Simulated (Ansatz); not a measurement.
# C2H9FN2Si: the cost of one run

Method: RKS PBE/6-31G, in Ansatz 0.2.0.

## 1. The structure to begin with

Bond lengths: C1–N2 1.509 Å, N2–C3 1.495 Å, C3–Si4 1.879 Å, Si4–N5 1.753 Å, Si4–F6 1.551 Å, C1–H7 1.067 Å, C1–H8 1.047 Å, C1–H9 1.156 Å, N2–H10 1.012 Å, C3–H11 1.101 Å, C3–H12 1.040 Å, Si4–H13 1.525 Å, N5–H14 1.030 Å, N5–H15 1.020 Å. Angles (14 of 24 angles, heavy atoms first): C1–N2–C3 113.8°, N2–C3–Si4 114.2°, C3–Si4–N5 107.6°, C3–Si4–F6 113.1°, N5–Si4–F6 104.6°, C1–N2–H10 105.1°, C3–N2–H10 109.4°, N2–C1–H7 112.3°, N2–C1–H8 109.8°, N2–C1–H9 108.2°, N2–C3–H11 108.5°, N2–C3–H12 107.8°, Si4–C3–H11 108.4°, Si4–C3–H12 110.2°.

Structure file:

```xyz
15

C     1.1844   -1.1591    1.0943
N    -0.0882   -1.2729    0.2914
C    -0.0504   -0.5324   -1.0068
Si   -0.3767    1.3113   -0.8513
N    -1.7730    1.5166    0.1878
F     0.7652    2.0737   -0.1291
H     2.0421   -1.4655    0.5383
H     1.0882   -1.6943    1.9892
H     1.3001   -0.0597    1.4318
H    -0.1984   -2.2627    0.1106
H     0.9440   -0.6717   -1.4591
H    -0.7482   -0.9689   -1.6419
H    -0.7919    1.9735   -2.1613
H    -1.7189    0.7913    0.9166
H    -1.6002    2.3699    0.7190
```

## 2. End point A

input.yaml

```yaml
crystal:
  periodic: [false, false, false]
  atoms:
    - { symbol: C, position_ang: [1.1844, -1.1591, 1.0943] }
    - { symbol: "N", position_ang: [-0.0882, -1.2729, 0.2914] }
    - { symbol: C, position_ang: [-0.0504, -0.5324, -1.0068] }
    - { symbol: Si, position_ang: [-0.3767, 1.3113, -0.8513] }
    - { symbol: "N", position_ang: [-1.773, 1.5166, 0.1878] }
    - { symbol: F, position_ang: [0.7652, 2.0737, -0.1291] }
    - { symbol: H, position_ang: [2.0421, -1.4655, 0.5383] }
    - { symbol: H, position_ang: [1.0882, -1.6943, 1.9892] }
    - { symbol: H, position_ang: [1.3001, -0.0597, 1.4318] }
    - { symbol: H, position_ang: [-0.1984, -2.2627, 0.1106] }
    - { symbol: H, position_ang: [0.944, -0.6717, -1.4591] }
    - { symbol: H, position_ang: [-0.7482, -0.9689, -1.6419] }
    - { symbol: H, position_ang: [-0.7919, 1.9735, -2.1613] }
    - { symbol: H, position_ang: [-1.7189, 0.7913, 0.9166] }
    - { symbol: H, position_ang: [-1.6002, 2.3699, 0.719] }
basis:
  gaussian: { orbitals: "6-31G" }
hamiltonian:
  xc: pbe
relax:
  f_tol: 0.015
  max_steps: 40
output:
  orbitals: {}
```

Run with:

```
$ ansatz run input.yaml --threads 1 --pin off --max-ram 2048MiB --backend cpu --events-out ev --progress --plain --runs-dir out
```

What time and memory should one allow on 1 thread of Intel Xeon at 2.70GHz, shared host?

About 51 s, with a peak of 0.16 GiB.
